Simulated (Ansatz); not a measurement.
# GaH2O: the cost of one run

Computed with Ansatz 0.2.0, Gaussian basis. Level: def2-QZVPP, all electrons in the functionals, frozen cores in the correlation of double hybrids and RPA.

To be run: PBE, BLYP, r2SCAN, B97M-V, PBE0, B3LYP, wB97M-V, B2PLYP, at charge 0, doublet; charge 0, quartet; charge 1, singlet; charge 1, triplet (not every functional at every point).

8 further runs of the same task are left out: 1 that didn't finish, 7 set aside as unsound or not needed.

**1. What is computed**

The geometry is a PBE0/def2-TZVP stationary point (not a proven minimum). No spin-orbit coupling is included. The filled d shell of Ga may be among the frozen orbitals whatever the setting's name suggests.

4 atoms, charge 0, spin multiplicity 2.

Atoms are counted from 1 here; the program's logs count them from 0.

Bond lengths: O1–Ga2 1.795 Å, Ga2–H3 1.556 Å, Ga2–H4 1.556 Å. Angles: O1–Ga2–H3 114.9°, O1–Ga2–H4 114.9°, H3–Ga2–H4 130.2°.

No dispersion term is added; B97M-V, wB97M-V hold VV10 nonlocal correlation. B3LYP takes the VWN-RPA correlation.

The geometry shown and the zero of energy belong to the point charge 0, doublet. The yardstick, RCCSD(T), and other wave-function levels (R restricted, U unrestricted, valence and pair active spaces) come from earlier runs.

**2. PBE, charge 0, doublet**

in.yaml reads:

```yaml
crystal:
  periodic: [false, false, false]
  atoms:
    - {symbol: O, position_ang: [0.000000, 0.000000, 1.482333]}
    - {symbol: Ga, position_ang: [0.000000, 0.000000, -0.312174]}
    - {symbol: H, position_ang: [0.000000, -1.411154, -0.967676]}
    - {symbol: H, position_ang: [0.000000, 1.411154, -0.967676]}
basis:
  gaussian: {orbitals: "def2-QZVPP.json"}
magnetization: {spin_polarized: true, initial_magnetization: 1}
hamiltonian: {xc: {name: PBE}}
output: {orbitals: {seedname: orbitals}}
```

On the command line:

```
> ansatz run in.yaml --threads 1 --pin off --events-out ev --progress --plain --max-ram 2393MiB
```

What time and memory should one allow on 1 thread of Arm Neoverse V2, shared host?

About 12 s, with a peak of 0.38 GiB.
